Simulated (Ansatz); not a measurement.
# CH5GeNO: the cost of one run

All numbers are computed with Ansatz 0.2.0 through its Python package. Level of theory: r2SCAN0/cc-pVDZ.

## Step 1: Starting point

Bond lengths: O1–C2 1.332 Å, C2–N3 1.403 Å, C2–Ge4 1.898 Å, N3–Ge4 1.909 Å, O1–H5 1.041 Å, C2–H6 1.127 Å, N3–H7 1.107 Å, Ge4–H8 1.518 Å, Ge4–H9 1.607 Å. Angles (14 of 16 angles, heavy atoms first): O1–C2–N3 109.1°, O1–C2–Ge4 115.3°, N3–C2–Ge4 68.8°, C2–N3–Ge4 67.9°, C2–Ge4–N3 43.2°, O1–C2–H6 118.0°, N3–C2–H6 116.7°, Ge4–C2–H6 118.8°, C2–O1–H5 106.6°, C2–N3–H7 106.8°, Ge4–N3–H7 103.5°, C2–Ge4–H8 121.0°, C2–Ge4–H9 113.2°, N3–Ge4–H8 111.8°.

No structure file is read: the coordinates are typed or built in the script.

## Step 2: The code

Input file tae_ch5geno.py:

```python
"""Energy to split CH5GeNO into its atoms."""

from collections import Counter

import ansatz


def total_energy(molecule, charge=0, unpaired=0):
    calc = (
        molecule.calculation()
        .basis(gaussian="cc-pVDZ")
        .functional("r2scan0")
    )
    if charge:
        calc = calc.charge(charge)
    if unpaired:
        calc = calc.spin("collinear", total=unpaired)
    report = calc.run(threads=1, backend="cpu").report
    if report["published_state_doubts"]:
        print("  doubts:", report["published_state_doubts"])
    return report["free_energy_ev"]

geometry = (
    ansatz.Crystal.molecule()
    .atom("O", (-1.0798, 1.2812, 0.3899))
    .atom("C", (0.0918, 0.6652, 0.2438))
    .atom("N", (0.133, -0.452, 1.0912))
    .atom("Ge", (0.0395, -0.9513, -0.749))
    .atom("H", (-1.1901, 1.9107, -0.4323))
    .atom("H", (1.0209, 1.3012, 0.1978))
    .atom("H", (1.1962, -0.6189, 1.3497))
    .atom("H", (1.3182, -1.6233, -1.2161))
    .atom("H", (-1.4411, -1.5592, -0.8922))
)

# Hund ground states
unpaired = {"O": 2, "C": 2, "N": 3, "Ge": 2, "H": 1}
counts = Counter(site.symbol for site in geometry.cartesian_sites)
atom_energy = {s: total_energy(ansatz.Crystal.molecule().atom(s, (0, 0, 0)), 0, unpaired[s]) for s in counts}
whole = total_energy(geometry, 0, 0)
for s, e in atom_energy.items():
    print(f"{s:2s} x{counts[s]}  {e:14.5f} eV")
print(f"CH5GeNO: {whole:.5f} eV")
split = sum(counts[s] * e for s, e in atom_energy.items()) - whole
print(f"atomisation energy (no zero-point term): {23.060548 * split:.1f} kcal/mol, {split / sum(counts.values()):.3f} eV an atom")
```

## Step 3: What the engine is handed

The package turns the script's settings into the engine's input (first run):

```yaml
crystal:
  periodic: [false, false, false]
  atoms:
    - { symbol: O, position_ang: [0.0, 0.0, 0.0] }
basis:
  gaussian:
    orbitals: cc-pVDZ
hamiltonian:
  xc: r2scan0
magnetization:
  spin_polarized: true
  initial_magnetization: 2.0
```

## Step 4: Launch

Launch:

```
python tae_ch5geno.py
```

What time and memory should one allow on 1 thread of AMD EPYC, shared host?

About 20 s, with a peak of 0.29 GiB.
